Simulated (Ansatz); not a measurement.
**C6H17ClHfN2O: one species, many methods**

One table from this session's results is given with a row withheld; the runs are named, their logs left out.

The runs use Ansatz 0.2.0, Gaussian basis; functionals in def2-TZVPP, the program's frozen cores in correlated methods.

Plan: LDA (SPW92), PBE-D4, revPBE-D4, BLYP-D4, r2SCAN-D4, B97M-V, PBE0-D4, B3LYP-D4, r2SCANh-D4, r2SCAN0-D4, HSE06-D4, BHLYP-D4, CAM-B3LYP-D4, LC-ωPBE, ωB97X-V, ωB97M-V, B2PLYP, PBE-QIDH; CCSD(T)/def2-SVP; CCSD(T)/def2-TZVPP; MP2/def2-QZVPP; extrapolation to the limit; RPA on PBE.

## The geometry

The geometry comes from an earlier relaxation with PBE0-D4 in a triple-zeta def2 set; it is a stationary point, not always the lowest conformer. Hf takes the def2 core potential; no spin-orbit term is included.

28 atoms, charge 0, spin multiplicity 1.

Atoms are counted from 1 here; the program's logs count them from 0.

Bond lengths: C1–C2 1.517 Å, C1–H12 1.096 Å, C1–H13 1.091 Å, C1–H14 1.092 Å, C2–N3 1.454 Å, C2–H15 1.101 Å, C2–H16 1.102 Å, N3–C4 1.451 Å, N3–Hf6 2.046 Å, C4–C5 1.513 Å, C4–H17 1.102 Å, C4–H18 1.101 Å, C5–H19 1.093 Å, C5–H20 1.092 Å, C5–H21 1.092 Å, Hf6–O7 1.927 Å, Hf6–Cl8 2.403 Å, Hf6–N9 2.025 Å and more. Angles: C2–C1–H12 112.3°, C2–C1–H13 109.8°, C2–C1–H14 111.9°, H12–C1–H13 106.7°, H12–C1–H14 108.3°, H13–C1–H14 107.6°, C1–C2–N3 114.5°, C1–C2–H15 108.6°, C1–C2–H16 109.2°, N3–C2–H15 109.4°, N3–C2–H16 109.1°, H15–C2–H16 105.8°, C2–N3–C4 109.2°, C2–N3–Hf6 119.9°, C4–N3–Hf6 130.9°, N3–C4–C5 115.3°, N3–C4–H17 108.6°, N3–C4–H18 109.2° and more.

Geometry (Å):

```
atom    x (Å)    y (Å)    z (Å)
  C1   0.2852  -1.6566   1.9700
  C2   1.4613  -1.2416   1.1071
  N3   1.2850   0.0262   0.4175
  C4   2.5063   0.3586  -0.2910
  C5   2.4436   1.6145  -1.1320
 Hf6  -0.5079   1.0059   0.5268
  O7  -0.4121   2.7203  -0.3490
 Cl8  -1.3901   1.4072   2.7258
  N9  -1.8336  -0.1410  -0.4877
 C10  -1.6708  -1.3785  -1.2030
 C11  -3.1858   0.3649  -0.5516
 H12  -0.6479  -1.7223   1.3984
 H13   0.4655  -2.6478   2.3899
 H14   0.1290  -0.9690   2.8039
 H15   2.3606  -1.1915   1.7399
 H16   1.6614  -2.0305   0.3641
 H17   2.7789  -0.4891  -0.9398
 H18   3.3304   0.4527   0.4336
 H19   1.6756   1.5420  -1.9061
 H20   3.4047   1.7704  -1.6267
 H21   2.2256   2.4984  -0.5298
 H22  -0.7948   3.3424  -0.9609
 H23  -2.3153  -2.1717  -0.7944
 H24  -0.6357  -1.7223  -1.1481
 H25  -1.9293  -1.2681  -2.2665
 H26  -3.2852   1.3022   0.0099
 H27  -3.9052  -0.3419  -0.1140
 H28  -3.4994   0.5663  -1.5863
```

The first run:

Input file in.yaml:

```yaml
crystal:
  periodic: [false, false, false]
  atoms:
    - {symbol: C, position_ang: [0.285173, -1.656625, 1.969995]}
    - {symbol: C, position_ang: [1.461297, -1.241604, 1.107088]}
    - {symbol: N, position_ang: [1.284992, 0.026223, 0.417475]}
    - {symbol: C, position_ang: [2.506309, 0.358569, -0.291045]}
    - {symbol: C, position_ang: [2.443627, 1.614484, -1.131989]}
    - {symbol: Hf, position_ang: [-0.507906, 1.005909, 0.526750]}
    - {symbol: O, position_ang: [-0.412101, 2.720287, -0.348960]}
    - {symbol: Cl, position_ang: [-1.390120, 1.407211, 2.725792]}
    - {symbol: N, position_ang: [-1.833635, -0.141000, -0.487748]}
    - {symbol: C, position_ang: [-1.670777, -1.378519, -1.202986]}
    - {symbol: C, position_ang: [-3.185811, 0.364882, -0.551568]}
    - {symbol: H, position_ang: [-0.647864, -1.722314, 1.398412]}
    - {symbol: H, position_ang: [0.465468, -2.647780, 2.389944]}
    - {symbol: H, position_ang: [0.128994, -0.968985, 2.803911]}
    - {symbol: H, position_ang: [2.360645, -1.191497, 1.739936]}
    - {symbol: H, position_ang: [1.661435, -2.030522, 0.364098]}
    - {symbol: H, position_ang: [2.778888, -0.489148, -0.939756]}
    - {symbol: H, position_ang: [3.330395, 0.452750, 0.433631]}
    - {symbol: H, position_ang: [1.675568, 1.541980, -1.906097]}
    - {symbol: H, position_ang: [3.404715, 1.770371, -1.626700]}
    - {symbol: H, position_ang: [2.225622, 2.498389, -0.529809]}
    - {symbol: H, position_ang: [-0.794811, 3.342381, -0.960935]}
    - {symbol: H, position_ang: [-2.315284, -2.171706, -0.794393]}
    - {symbol: H, position_ang: [-0.635748, -1.722256, -1.148145]}
    - {symbol: H, position_ang: [-1.929291, -1.268061, -2.266467]}
    - {symbol: H, position_ang: [-3.285179, 1.302198, 0.009862]}
    - {symbol: H, position_ang: [-3.905156, -0.341884, -0.113976]}
    - {symbol: H, position_ang: [-3.499424, 0.566290, -1.586300]}
basis:
  gaussian: {orbitals: def2-TZVPP}
hamiltonian: {xc: lda}
output: {orbitals: {seedname: orbitals}}
```

Started as:

```console
$ ansatz run in.yaml --threads 11 --pin off --events-out ev --progress --plain --max-ram 120832MiB --backend cuda --devices 0, --max-vram 75GiB
```

Among the steps run: LDA; PBE-D4 (GGA); revPBE-D4 (GGA); BLYP-D4 (GGA); r2SCAN-D4 (meta-GGA); B97M-V (meta-GGA); B3LYP-D4 (hybrid); r2SCANh-D4 (hybrid); r2SCAN0-D4 (hybrid); HSE06-D4 (hybrid); BHLYP-D4 (hybrid); CAM-B3LYP-D4 (range-separated); LC-ωPBE (range-separated); ωB97X-V (range-separated); ωB97M-V (range-separated); B2PLYP (double hybrid); PBE-QIDH (double hybrid).

One table of the session follows, with a row left open; its other results are not shown here.

It belongs to the step «Frontier levels by functional». 

```
  functional  HOMO (eV)  gap (eV)
 LDA (SPW92)      -5.27      4.16
      PBE-D4      -5.14      4.29
   revPBE-D4      -5.08      4.34
     BLYP-D4      -5.03      4.31
   r2SCAN-D4      -5.36      4.75
      B97M-V      -5.48      4.82
     PBE0-D4      -6.39      6.45
    B3LYP-D4      -6.19      6.02
  r2SCANh-D4      -5.83      5.55
  r2SCAN0-D4      -6.55      6.76
    HSE06-D4      -5.99      5.67
    BHLYP-D4      -7.58      8.36
CAM-B3LYP-D4      -7.74      8.67
     LC-ωPBE      -9.05     11.14
     ωB97X-V          ?         ?
     ωB97M-V      -8.65     10.04
```

**Question.** Estimate the row for ωB97X-V.

The run gave: HOMO (eV): -8.74; gap (eV): 10.59. In the column «HOMO (eV)» it lies between LC-ωPBE (-9.05) and ωB97M-V (-8.65).
